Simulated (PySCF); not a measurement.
**C5H14Ge: runs on many settings**

Which settings matter for C5H14Ge (`CC[CH2][GeH2][CH2]C`), and how do bad ones show?

The runs use PySCF 2.14.0, with density-fitted response routines of our own; the level of theory stands in each step. All values are computed, except where a source is named. Atoms are numbered from 0 throughout.

## (1) The starting structure

20 atoms, charge 0, multiplicity 1; geometry from: GFN2-xTB.

Bonds of the start (Å): C0–C1 1.52, C1–C2 1.52, C2–Ge3 1.99, Ge3–C4 1.98, C4–C5 1.52, C0–H6 1.09, C0–H7 1.09, C0–H8 1.09, C1–H9 1.09, C1–H10 1.09, C2–H11 1.09, C2–H12 1.09, Ge3–H13 1.51, Ge3–H14 1.51, C4–H15 1.09, C4–H16 1.09, C5–H17 1.09, C5–H18 1.09, C5–H19 1.09.

## (2) Ultraviolet spectrum: PBE0/6-311+G(2d,p)

The job: settings as JSON, then the geometry in Å.

```
{"job": {"kind": "uv", "xc": "PBE0", "basis": "6-311+G(2d,p)", "nstates": 12, "ntriplets": 2, "tda": true, "scf": {"guess": "random", "max_cycle": 65}}, "charge": 0, "multiplicity": 1}
C     -2.875717     0.348314     0.508066
C     -2.373691    -0.334423    -0.754973
C     -1.022641     0.209685    -1.202842
Ge     0.465205    -0.077922     0.083167
C      2.223345     0.023875    -0.831540
C      3.402339    -0.186347     0.108207
H     -2.182030     0.170391     1.329439
H     -3.853566    -0.035438     0.790406
H     -2.956480     1.422224     0.353636
H     -3.103586    -0.193754    -1.557793
H     -2.286775    -1.408300    -0.571986
H     -0.740001    -0.264149    -2.146081
H     -1.109237     1.279222    -1.403994
H      0.437392     0.926342     1.209381
H      0.316382    -1.422183     0.754160
H      2.248702    -0.725709    -1.625125
H      2.312446     0.997243    -1.318811
H      3.398301     0.562748     0.897662
H      3.347510    -1.167555     0.576018
H      4.346956    -0.113585    -0.429122
```

Level: PBE0/6-311+G(2d,p).

Launch:

```console
OMP_NUM_THREADS=1 python probes_run.py task.json out
```

This one command runs all jobs of the session in turn.

Output:

```text
KeyError: 'Element ge (Z=32) not found in basis 6-311+G(2d,p) version 0'
```

Run time: 0.02 s. Hardware: 1 thread of Arm Neoverse N1, shared host.

Why it failed: The basis 6-311+G(2d,p) has no functions for an element of the molecule, so the input was refused before any integral. The remedy is to choose a basis that covers all elements.

## (3) NMR shieldings: PBE0/pcSseg-1

The job, as its differences from that of step 2:

```diff
@@ -1,2 +1,2 @@
-{"job": {"kind": "uv", "xc": "PBE0", "basis": "6-311+G(2d,p)", "nstates": 12, "ntriplets": 2, "tda": true, "scf": {"guess": "random", "max_cycle": 65}}, "charge": 0, "multiplicity": 1}
+{"job": {"kind": "nmr", "xc": "PBE0", "basis": "pcSseg-1", "pop": false, "scf": {"guess": "vsap"}}, "charge": 0, "multiplicity": 1}
 C     -2.875717     0.348314     0.508066
```

With the program's defaults for keys left out, this is: GIAO PBE0/pcSseg-1 NMR shielding, non-relativistic, gas phase.

Output:

```text
final grid: 144288 points
cycle   1  E = -2271.6364522157  dE =  1.490e+00  |g| = 3.413e+00  |ddm| = 7.729e+00
cycle   2  E = -2266.0847816584  dE =  5.552e+00  |g| = 5.636e+00  |ddm| = 8.870e+00
cycle   3  E = -2274.9449176389  dE = -8.860e+00  |g| = 9.481e-01  |ddm| = 5.219e+00
cycle   4  E = -2275.0999189133  dE = -1.550e-01  |g| = 6.707e-01  |ddm| = 1.532e+00
cycle   5  E = -2275.2017914018  dE = -1.019e-01  |g| = 1.057e-01  |ddm| = 5.364e-01
cycle   6  E = -2275.2046684436  dE = -2.877e-03  |g| = 3.482e-02  |ddm| = 1.443e-01
cycle   7  E = -2275.2049529477  dE = -2.845e-04  |g| = 1.621e-02  |ddm| = 4.042e-02
cycle   8  E = -2275.2049929692  dE = -4.002e-05  |g| = 2.374e-03  |ddm| = 1.045e-02
cycle   9  E = -2275.2049940024  dE = -1.033e-06  |g| = 5.109e-04  |ddm| = 2.231e-03
cycle  10  E = -2275.2049940417  dE = -3.930e-08  |g| = 2.180e-04  |ddm| = 5.760e-04
cycle  11  E = -2275.2049940523  dE = -1.059e-08  |g| = 1.915e-05  |ddm| = 1.707e-04
cycle  12  E = -2275.2049940523  dE = -8.549e-11  |g| = 5.469e-06  |ddm| = 2.837e-05
converged SCF energy = -2275.2049940523

GIAO shielding tensors (ppm)
atom      isotropic    diamagn.    paramagn.     s11        s22        s33       span
  0 C      168.351     248.345     -79.994    157.096    163.634    184.322     27.226
  1 C      162.011     246.718     -84.707    157.204    157.724    171.104     13.899
  2 C      168.806     252.598     -83.792    153.872    161.996    190.549     36.676
  3 Ge    1453.984    2758.968   -1304.984   1350.954   1428.125   1582.873    231.919
  4 C      177.745     251.966     -74.220    169.126    173.823    190.287     21.161
  5 C      173.788     245.048     -71.261    164.951    167.525    188.886     23.935
  6 H       30.708      31.592      -0.883     25.246     32.326     34.552      9.306
  7 H       30.511      27.821       2.690     25.886     27.312     38.334     12.448
  8 H       30.937      30.153       0.784     27.125     28.867     36.820      9.694
  9 H       29.853      29.069       0.784     24.084     28.215     37.259     13.174
 10 H       30.264      31.388      -1.123     25.793     29.223     35.778      9.985
 11 H       30.567      33.130      -2.562     24.116     30.565     37.021     12.906
 12 H       30.780      33.339      -2.559     25.864     29.913     36.562     10.698
 13 H       27.715      32.268      -4.553     20.634     24.439     38.072     17.438
 14 H       28.067      32.248      -4.181     21.278     24.477     38.448     17.170
 15 H       30.825      32.413      -1.587     25.060     30.233     37.183     12.122
 16 H       30.809      32.438      -1.629     24.982     30.263     37.184     12.202
 17 H       30.655      29.294       1.361     25.542     29.430     36.993     11.451
 18 H       30.643      29.222       1.421     25.573     29.377     36.979     11.407
 19 H       30.226      26.325       3.901     24.822     27.247     38.609     13.787
```

Run time: 54 s. Hardware: 1 thread of Arm Neoverse N1, shared host; peak memory 0.84 GiB.

The references, computed at this level on geometries of the same kind, shield at (ppm): 1H TMS 31.72, 13C TMS 186.9, 73Ge GeMe4 1331. Their shielding less the atom's gives the shift. The references are single molecules in the gas phase. Atoms listed in one row are averaged.

```tsv
atoms	environment	σ (ppm)	δ (ppm)
C1	sp3 CH2	162.0	24.9
C0	methyl carbon	168.4	18.6
C2	sp3 CH2 bonded to Ge	168.8	18.1
C5	methyl carbon	173.8	13.1
C4	sp3 CH2 bonded to Ge	177.7	9.2
H13, H14	hydrogen on a germanium bonded to 2 C	27.89	3.83
H9, H10	hydrogen on an sp3 CH2	30.06	1.66
H17, H18, H19	hydrogen on a methyl carbon	30.51	1.21
H11, H12	hydrogen on an sp3 CH2 bonded to Ge	30.67	1.04
H6, H7, H8	hydrogen on a methyl carbon	30.72	1.00
H15, H16	hydrogen on an sp3 CH2 bonded to Ge	30.82	0.90
Ge3	germanium bonded to 2 C, 2 H	1454	-123
```

## (4) Nuclear shieldings: HSE06/pcSseg-0

The job, as its differences from that of step 3:

```diff
@@ -1,2 +1,2 @@
-{"job": {"kind": "nmr", "xc": "PBE0", "basis": "pcSseg-1", "pop": false, "scf": {"guess": "vsap"}}, "charge": 0, "multiplicity": 1}
+{"job": {"kind": "nmr", "xc": "HSE06", "basis": "pcSseg-0", "pop": false}, "charge": 0, "multiplicity": 1}
 C     -2.875717     0.348314     0.508066
```

Level: GIAO HSE06/pcSseg-0 NMR shielding, non-relativistic, gas phase.

Output:

```text
coarse grid: 67928 points
cycle   1  E = -2272.5912391674  dE = -9.574e-01  |g| = 4.263e-01  |ddm| = 4.032e+00
cycle   2  E = -2272.5724340205  dE =  1.881e-02  |g| = 4.916e-01  |ddm| = 1.046e+00
cycle   3  E = -2272.6365425019  dE = -6.411e-02  |g| = 3.116e-02  |ddm| = 6.035e-01
cycle   4  E = -2272.6367337868  dE = -1.913e-04  |g| = 1.533e-02  |ddm| = 5.834e-02
cycle   5  E = -2272.6367951563  dE = -6.137e-05  |g| = 2.639e-03  |ddm| = 2.172e-02
cycle   6  E = -2272.6367966317  dE = -1.475e-06  |g| = 4.767e-04  |ddm| = 3.121e-03
final grid: 144288 points
cycle   7  E = -2272.6366255000  dE = -1.014e-07  |g| = 4.864e-04  |ddm| = 2.638e-03
cycle   8  E = -2272.6366254933  dE =  6.693e-09  |g| = 5.678e-04  |ddm| = 1.465e-03
cycle   9  E = -2272.6366255778  dE = -8.451e-08  |g| = 7.408e-05  |ddm| = 7.669e-04
cycle  10  E = -2272.6366255794  dE = -1.577e-09  |g| = 5.876e-06  |ddm| = 1.236e-04
cycle  11  E = -2272.6366255794  dE = -1.364e-11  |g| = 2.295e-06  |ddm| = 1.061e-05
converged SCF energy = -2272.6366255794

GIAO shielding tensors (ppm)
atom      isotropic    diamagn.    paramagn.     s11        s22        s33       span
  0 C      175.752     247.157     -71.405    164.352    170.502    192.402     28.050
  1 C      172.328     244.375     -72.047    166.242    167.887    182.855     16.613
  2 C      178.787     250.980     -72.193    162.774    171.808    201.779     39.005
  3 Ge    1656.618    2743.741   -1087.123   1550.449   1638.739   1780.666    230.217
  4 C      188.676     253.931     -65.255    179.308    184.551    202.170     22.862
  5 C      181.672     245.125     -63.453    172.600    175.224    197.194     24.593
  6 H       32.310      27.797       4.513     26.686     34.234     36.011      9.325
  7 H       32.049      30.063       1.986     27.195     28.809     40.142     12.948
  8 H       32.431      29.684       2.747     28.645     30.241     38.408      9.764
  9 H       31.479      32.377      -0.898     25.324     29.789     39.325     14.001
 10 H       31.981      30.094       1.888     27.033     31.061     37.850     10.817
 11 H       32.370      33.445      -1.075     25.409     32.430     39.271     13.862
 12 H       32.478      33.010      -0.532     26.920     32.041     38.472     11.553
 13 H       28.825      29.849      -1.024     21.344     25.980     39.150     17.806
 14 H       29.118      29.907      -0.789     21.874     25.964     39.516     17.642
 15 H       32.558      33.417      -0.859     26.210     32.191     39.274     13.065
 16 H       32.562      33.294      -0.732     26.118     32.210     39.359     13.241
 17 H       32.279      28.129       4.151     26.996     30.989     38.853     11.858
 18 H       32.256      28.210       4.046     27.006     30.906     38.856     11.850
 19 H       31.736      28.847       2.890     26.055     28.746     40.407     14.352
```

Run time: 32 s. Hardware: 1 thread of Arm Neoverse N1, shared host; peak memory 0.64 GiB.

Key values: δ C1 22.8, C0 19.4, C2 16.4, C5 13.5, H13 4.31, H9 1.55 ppm (means over like atoms).

## (5) Ultraviolet spectrum: KT3/6-311G**

The job, as its differences from that of step 4:

```diff
@@ -1,2 +1,2 @@
-{"job": {"kind": "nmr", "xc": "HSE06", "basis": "pcSseg-0", "pop": false}, "charge": 0, "multiplicity": 1}
+{"job": {"kind": "uv", "xc": "KT3", "basis": "6-311G**", "nstates": 3, "ntriplets": 2, "tda": false, "scf": {"aux": "def2-universal-jkfit", "guess": "huckel"}}, "charge": 0, "multiplicity": 1}
 C     -2.875717     0.348314     0.508066
```

Level: TDDFT KT3/6-311G**, vertical, gas phase, core orbitals frozen in the response.

Output:

```text
final grid: 144288 points
cycle   1  E = -2283.9866577426  dE =  1.679e-01  |g| = 3.599e+00  |ddm| = 4.415e+00
cycle   2  E = -2273.2518296219  dE =  1.073e+01  |g| = 5.484e+00  |ddm| = 3.767e+01
cycle   3  E = -2286.8843196395  dE = -1.363e+01  |g| = 1.059e+00  |ddm| = 3.750e+01
cycle   4  E = -2287.1034171208  dE = -2.191e-01  |g| = 8.154e-01  |ddm| = 1.890e+00
cycle   5  E = -2287.2556273903  dE = -1.522e-01  |g| = 1.908e-01  |ddm| = 7.360e-01
cycle   6  E = -2287.2620882508  dE = -6.461e-03  |g| = 7.584e-02  |ddm| = 1.889e-01
cycle   7  E = -2287.2635320940  dE = -1.444e-03  |g| = 2.309e-02  |ddm| = 8.025e-02
cycle   8  E = -2287.2636729166  dE = -1.408e-04  |g| = 6.227e-03  |ddm| = 2.384e-02
cycle   9  E = -2287.2636812295  dE = -8.313e-06  |g| = 1.449e-03  |ddm| = 5.578e-03
cycle  10  E = -2287.2636816605  dE = -4.310e-07  |g| = 6.075e-04  |ddm| = 1.732e-03
cycle  11  E = -2287.2636817605  dE = -9.999e-08  |g| = 1.108e-04  |ddm| = 6.227e-04
cycle  12  E = -2287.2636817629  dE = -2.407e-09  |g| = 3.755e-05  |ddm| = 1.000e-04
cycle  13  E = -2287.2636817633  dE = -3.351e-10  |g| = 6.066e-06  |ddm| = 3.195e-05
converged SCF energy = -2287.2636817633

Static polarisability (au): isotropic 89.567, principal 75.493 81.703 111.506

Singlet excitations
state   eV       nm        f      main configurations
  1   7.0878    174.9   0.01074   H->L 0.97
  2   7.1923    172.4   0.00398   H->L+1 0.93
  3   7.4723    165.9   0.00005   H-1->L 0.66, H->L+2 0.33

Triplet excitations (Tamm-Dancoff, eV): 6.6956 6.9603
```

It took 75 s on 1 thread of Arm Neoverse N1, shared host; peak memory 0.82 GiB.

Frontier orbitals and where they lie:

```tsv
orbital	eV	atoms
HOMO−3	-8.18	C1 22 %, H10 16 %, C0 16 %
HOMO−2	-7.64	Ge3 33 %, H14 24 %, H13 19 %
HOMO−1	-7.12	Ge3 28 %, C4 16 %, C2 13 %
HOMO	-6.67	Ge3 26 %, C2 22 %, C4 21 %
LUMO	0.27	Ge3 35 %, C4 7 %, H18 5 %
LUMO+1	0.47	Ge3 30 %, H12 11 %, H11 10 %
LUMO+2	0.79	Ge3 24 %, H19 9 %, H7 8 %
```

With each of the 3 states as a Gaussian band of 0.4 eV half-width at 1/e, the curve within the window shown has maxima at 175 nm (ε 590) L/(mol cm). Beyond the last state computed it falls off for lack of states. The curve at chosen wavelengths:

| nm | ε (L/mol/cm) |
| --- | --- |
| 160 | 44 |
| 161 | 64 |
| 162 | 89 |
| 164 | 159 |
| 165 | 203 |
| 166 | 252 |
| 167 | 305 |
| 169 | 414 |
| 170 | 465 |
| 171 | 509 |
| 172 | 545 |
| 174 | 586 |
| 175 | 589 |
| 176 | 579 |
| 177 | 559 |
| 179 | 493 |
| 180 | 451 |
| 181 | 405 |
| 182 | 359 |
| 184 | 268 |
| 185 | 226 |
| 186 | 188 |
| 187 | 154 |
| 189 | 100 |
| 190 | 79 |
| 191 | 62 |

Further results of this job:

```tsv
property	computed
dipole moment (D)	0.79
polarisability (Å³)	13.27
HOMO–LUMO gap (eV)	6.93
−ε(HOMO) (eV)	6.67
```

## (6) Excited states and response: PBE0/IGLO-III

The job, as its differences from that of step 5:

```diff
@@ -1,2 +1,2 @@
-{"job": {"kind": "uv", "xc": "KT3", "basis": "6-311G**", "nstates": 3, "ntriplets": 2, "tda": false, "scf": {"aux": "def2-universal-jkfit", "guess": "huckel"}}, "charge": 0, "multiplicity": 1}
+{"job": {"kind": "uv", "xc": "PBE0", "basis": "IGLO-III", "nstates": 6, "ntriplets": 2, "tda": false, "scf": {"max_cycle": 80}}, "charge": 0, "multiplicity": 3}
 C     -2.875717     0.348314     0.508066
```

With the program's defaults for keys left out, this is: PBE0/IGLO-III.

Output:

```text
KeyError: 'Element ge (Z=32) not found in basis IGLO-III version 0'
```

It took 0.03 s on 1 thread of Arm Neoverse N1, shared host.

**What went wrong.** The basis IGLO-III has no functions for an element of the molecule, so the input was refused before any integral. Besides, the multiplicity was changed in this input. The remedy is to choose a basis that covers all elements, and undo the other change.

## (7) Comparing the runs: NMR shifts

Shifts (ppm) of some atoms, chosen among heavy atoms and hydrogens apart, means over like atoms, with basis size and wall time:

```tsv
run	C1	C0	C2	C5	C4	H13	H11	functions	time
PBE0/pcSseg-1	24.9	18.6	18.1	13.1	9.2	3.83	1.04	196	54 s
HSE06/pcSseg-0	22.8	19.4	16.4	13.5	6.5	4.31	0.86	98	32 s
```

## (8) Results

| quantity | value |
| --- | --- |
| 13C shifts against TMS (PBE0/pcSseg-1) | 24.9, 18.6, 18.1, 13.1, 9.2 ppm |
| 1H shifts against TMS (PBE0/pcSseg-1, means over atoms taken as alike) | 3.83, 1.66, 1.21, 1.04, 1.00, 0.90 ppm |
| 73Ge shifts against GeMe4 (PBE0/pcSseg-1) | -123 ppm |
| lowest singlet (KT3/6-311G**) | 7.09 eV (175 nm), f = 0.011 |
| lowest triplet | 6.70 eV |
| range of the shift of C4 | 6.5 to 9.2 ppm |
| property runs in this session | 5, of which 2 failed and 0 gave unsound results |

What this shows: Single values in the summary come from the first sound run of each kind (KT3/6-311G**; PBE0/pcSseg-1), which need not be the best level. At PBE0/pcSseg-1: The largest span, 232 ppm, is at Ge3, where the paramagnetic term is -1305 ppm. The first singlet state (HOMO→LUMO 0.97) lies at 7.09 eV and is weak. The lowest triplet lies 0.39 eV below the lowest singlet (triplets in Tamm-Dancoff, singlets in full TDDFT). At KT3/6-311G**, states above −ε(HOMO) (6.67 eV) lie where TDDFT describes them poorly and they hang on the basis; all those computed, the lowest too, are among them. The basis of KT3/6-311G** has no diffuse functions, so Rydberg states are missing and the high states are unreliable. Among the atoms with a shift in every run: In ppm, C4 moves most: its shift spreads over 2.7 ppm, from 6.5 (HSE06/pcSseg-0) to 9.2 (PBE0/pcSseg-1). Spin-orbit coupling is left out, which matters for shieldings and couplings at and beside the heavy atoms.
